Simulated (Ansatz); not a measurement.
## MnPt2: equation of state with r2SCAN

The system is MnPt2.

```
CELL_PARAMETERS angstrom
2.85840 0.00000 0.00000
-1.42920 2.47545 0.00000
0.00000 0.00000 6.53250
ATOMIC_POSITIONS crystal
Pt 0.66667 0.33333 0.31621
Pt 0.33333 0.66667 0.68379
Mn 0.00000 0.00000 0.00000
```

The cell comes from a database or a generator and needn't be the stable form of this composition.

```
Program             : Ansatz 0.2.0
Task                : equation of state
Functional          : r2SCAN
Potentials or basis : Ansatz PAW
Cutoff              : 500 eV
Density cutoff      : 2000 eV
k mesh              : 11 × 11 × 4
Occupations         : fermi-dirac, width 0.05 eV
Spin                : collinear spin, ferromagnetic start
Starting moments    : [0.0, 0.0, 4.0] μB
```

```json
{
 "Equilibrium volume": "15.23 Å³/atom",
 "Bulk modulus at fixed shape and positions": "204 GPa",
 "Pressure derivative of the bulk modulus": "5.2"
}
```

Energy against volume, from the lowest point:
| volume (Å³/atom) | energy (meV/atom) |
| --- | --- |
| 14.483 | 25.01 |
| 14.791 | 7.77 |
| 15.099 | 0.00 |
| 15.408 | 0.60 |
| 15.716 | 8.61 |
| 16.024 | 23.12 |
| 16.332 | 43.39 |

All runs of the series together: 3.3 min on 2 threads of Intel(R) Xeon(R) Platinum 8259CL CPU @ 2.50GHz (Skylake/Cascade Lake) (shared host).

Caveat: the magnetic or orbital state may not be the lowest; the cell was scaled at fixed shape and fractional positions, which overstates the stiffness of a crystal with free parameters, most of all of layers and chains; the PAW data sets were made with another functional, which shifts forces and pressure a little. The run has no spin-orbit coupling, so splittings on Pt are missing.
